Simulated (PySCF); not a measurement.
# Solver options tried on BTe

The same problem is solved with other solver options, one edit a run.

Program: PySCF 2.14.0. Level of theory: each script names its method and basis. These are calculated values, not measurements.

2 further runs of the same task are left out: 1 for a known fault of the program, 1 that didn't finish.

### 1 Where the work starts

BTe: 2 atoms, charge 0, spin multiplicity 2.

Bond lengths: B1–Te2 2.135 Å.

### 2 The run that the others are compared with

input.py reads:

```python
from pyscf import gto, dft

mol = gto.M(
    atom='B 0 0 0; Te 0 0 2.135',
    basis='x2c-svpall',
    charge=0,
    spin=1,
    verbose=4,
)
mf = dft.UKS(mol, xc='revpbe')
mf = mf.sfx2c1e()
mf.kernel()
mf.stability(internal=True, external=True)
mf.dip_moment()
print('orbital energies (hartree):', [e[max(0, n-3):n+3].round(4) for e, n in zip(mf.mo_energy, mol.nelec)])
```

On the command line:

```bash
OMP_NUM_THREADS=1 python input.py
```

Its log is not repeated here.

In short: E(SCF) = -6817.711371 Eh, 11 cycles, ⟨S²⟩ = 0.779, μ = 0.23 D, internal stable; real -> complex stable; UHF/UKS -> GHF/GKS unstable.

The bond length is a typed value, not an optimised one.

### 3 Second-order solver on

Edit 1 changes second-order solver: off → on.

input.py reads:

```python
from pyscf import gto, dft

mol = gto.M(
    atom='B 0 0 0; Te 0 0 2.135',
    basis='x2c-svpall',
    charge=0,
    spin=1,
    verbose=4,
)
mf = dft.UKS(mol, xc='revpbe')
mf = mf.sfx2c1e()
mf = mf.newton()
mf.kernel()
mf.stability(internal=True, external=True)
mf.dip_moment()
print('orbital energies (hartree):', [e[max(0, n-3):n+3].round(4) for e, n in zip(mf.mo_energy, mol.nelec)])
```

On the command line:

```bash
OMP_NUM_THREADS=1 python input.py
```

### 4 Initial guess 1e

Edit 2 changes initial guess: minao → 1e.

Edit input.py of step 2 so:

```diff
@@ -11,2 +11,3 @@
 mf = mf.sfx2c1e()
+mf.init_guess = '1e'
 mf.kernel()
```

Before running it: what results should come out? Wanted: for each run, E(SCF); from base; gap, α spin; SCF dipole; after the SCF.

**Answer**, as computed:

```tsv
run	E(SCF) (hartree)	from base (eV)	cycles	gap, α spin (eV)	SCF dipole (D)	after the SCF
base	-6817.711371	0	11	2.94	0.23	unstable: UHF/UKS -> GHF/GKS
second-order solver on	-6817.711371	0.0000	4 macro	2.94	0.23	unstable: UHF/UKS -> GHF/GKS
initial guess 1e	-6817.711371	0.0000	17	2.94	0.23	unstable: UHF/UKS -> GHF/GKS
```

Distance from each run's final energy (log10 hartree) by cycle:

```tsv
run	cycle 1	cycle 2	cycle 3	cycle 5	cycle 8	cycle 12
base	-1.2	0.3	-2.2	-4.0	-6.2	done
second-order solver on	-2.5	-5.7	< -11	done	done	done
initial guess 1e	1.8	0.8	1.0	0.0	-0.7	-5.2
```

**Reading.** The SCF energy stays the same, to the digits that matter, with second-order solver on or initial guess 1e. The base needs 11 cycles and the run with initial guess 1e needs 17.
